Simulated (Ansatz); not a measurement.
# C8H11ClS (dimethylphenylsulfonium chloride): the cost of one run

Program: Ansatz 0.2.0, Gaussian basis. Level of theory: the settings change from run to run. These are calculated values, not measurements.

### Step 1. The relaxed structure

The structure was relaxed beforehand with r2SCAN-D4/def2-SVP.

SMILES `C[S+](C)c1ccccc1.[Cl-]`, 21 atoms, charge 0, spin multiplicity 1.

Atoms are counted from 1 here; the program's logs count them from 0.

Bond lengths: C1–S2 1.814 Å, C1–H10 1.099 Å, C1–H11 1.099 Å, C1–H12 1.098 Å, S2–C3 1.813 Å, S2–C4 1.869 Å, C3–H13 1.099 Å, C3–H14 1.099 Å, C3–H15 1.098 Å, C4–C5 1.398 Å, C4–C9 1.400 Å, C5–C6 1.399 Å, C5–H16 1.095 Å, C6–C7 1.397 Å, C6–H17 1.094 Å, C7–C8 1.400 Å, C7–H18 1.094 Å, C8–C9 1.398 Å and more. Angles: S2–C1–H10 105.9°, S2–C1–H11 104.5°, S2–C1–H12 110.4°, H10–C1–H11 110.7°, H10–C1–H12 110.6°, H11–C1–H12 114.3°, C1–S2–C3 103.6°, C1–S2–C4 97.0°, C3–S2–C4 97.1°, S2–C3–H13 104.3°, S2–C3–H14 106.0°, S2–C3–H15 110.4°, H13–C3–H14 111.2°, H13–C3–H15 113.9°, H14–C3–H15 110.6°, S2–C4–C5 114.0°, S2–C4–C9 125.7°, C5–C4–C9 120.3° and more.

### Step 2. r2SCAN50/def2-mTZVPP

This run has the search for lower states set to off.

Contents of in.yaml:

```yaml
crystal:
  periodic: [false, false, false]
  atoms:
    - {symbol: C, position_ang: [2.085990, 0.602509, 1.065627]}
    - {symbol: S, position_ang: [1.463926, -0.741548, 0.018788]}
    - {symbol: C, position_ang: [1.756751, -0.139721, -1.666168]}
    - {symbol: C, position_ang: [-0.346202, -0.287580, 0.115271]}
    - {symbol: C, position_ang: [-1.174708, -1.337305, 0.523204]}
    - {symbol: C, position_ang: [-2.553562, -1.132768, 0.641620]}
    - {symbol: C, position_ang: [-3.100158, 0.119567, 0.351556]}
    - {symbol: C, position_ang: [-2.268734, 1.168610, -0.057793]}
    - {symbol: C, position_ang: [-0.890381, 0.969079, -0.177048]}
    - {symbol: H, position_ang: [1.823440, 0.327545, 2.096506]}
    - {symbol: H, position_ang: [3.174960, 0.580279, 0.922466]}
    - {symbol: H, position_ang: [1.613309, 1.553920, 0.786922]}
    - {symbol: H, position_ang: [2.844641, -0.220938, -1.797667]}
    - {symbol: H, position_ang: [1.222639, -0.830921, -2.332724]}
    - {symbol: H, position_ang: [1.370612, 0.882113, -1.779969]}
    - {symbol: H, position_ang: [-0.736705, -2.315697, 0.747782]}
    - {symbol: H, position_ang: [-3.199557, -1.955400, 0.961471]}
    - {symbol: H, position_ang: [-4.177851, 0.281687, 0.444121]}
    - {symbol: H, position_ang: [-2.695704, 2.149815, -0.285758]}
    - {symbol: H, position_ang: [-0.258056, 1.803144, -0.498473]}
    - {symbol: Cl, position_ang: [4.045361, -1.476389, -0.079741]}
basis:
  gaussian: {orbitals: def2-mTZVPP}
hamiltonian: {xc: {name: r2SCAN50}}
scf: {lower_state_search: off}
output: {forces: true}
```

On the command line:

```bash
$ ansatz run in.yaml --threads 4 --pin off --events-out ev --progress --plain --max-ram 6963MiB
```

**Question.** How long does this run take on 4 threads of Arm Neoverse V1, shared host, and how much memory does it need?

About 12 s, with a peak of 0.79 GiB.
